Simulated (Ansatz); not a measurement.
# NiO: the cost of one run

Computed with Ansatz 0.2.0 (DFT PBE+U (U_eff = 6.2 eV on Ni 3d), scalar-relativistic, plane waves, PAW, unless a step's input says otherwise).

### 1 Starting point

It takes space group Fm-3m (No. 225, cubic). Conventional cell: a = 4.172 Å, b = 4.172 Å, c = 4.172 Å, α = 90.00°, β = 90.00°, γ = 90.00°. Ni (site symmetry m-3m) has 6 O at 2.09 Å as nearest neighbours. Around O (site symmetry m-3m) lie 6 Ni at 2.09 Å.

As a file:

```cif
data_structure
_symmetry_space_group_name_H-M 'Fm-3m'
_symmetry_Int_Tables_number 225
_cell_length_a 4.1718
_cell_length_b 4.1718
_cell_length_c 4.1718
_cell_angle_alpha 90.000
_cell_angle_beta 90.000
_cell_angle_gamma 90.000
_cell_volume 72.61
loop_
_atom_site_label
_atom_site_type_symbol
_atom_site_symmetry_multiplicity
_atom_site_Wyckoff_symbol
_atom_site_fract_x
_atom_site_fract_y
_atom_site_fract_z
_atom_site_occupancy
Ni1 Ni 4 a 0.00000 0.00000 0.00000 1
O1 O 4 b 0.50000 0.00000 0.00000 1
```

The moments start at Ni 2.00 μB.

### 2 First run, at the start cell

Contents of input.yaml:

```yaml
crystal:
  lattice:
    - [0.0, 2.0859016414, 2.0859016414]
    - [2.0859016414, 0.0, 2.0859016414]
    - [2.0859016414, 2.0859016414, 0.0]
  atoms:
    - { symbol: Ni, position: [0.0, 0.0, 0.0], spin: 2.0 }
    - { symbol: O, position: [0.5, 0.5, 0.5] }
basis:
  ecutwfc: 420
  ecutrho_ratio: 4
kpoints:
  mp_grid: { grid: [6, 6, 6] }
hamiltonian:
  xc: pbe
  hubbard: { sites: [{ species: Ni, l: d, u_eff: 6.2 }] }
scf:
  occupations: { method: gaussian, width: 0.05 }
output:
  forces: true
  stress: true
  eigenvalues: true
  populations: true
  hubbard: { sites: [{ species: Ni, l: d }] }
magnetization:
  spin_polarized: true
```

Run with:

```sh
> ansatz run input.yaml --threads 2 --pin off --max-ram 5120MiB --backend cpu --events-out ev --progress --plain --runs-dir out
```

Q: Estimate wall time and peak memory on 2 threads of Intel Xeon at 2.50GHz (Skylake/Cascade Lake), shared host.

About 7.5 s, with a peak of 0.34 GiB.
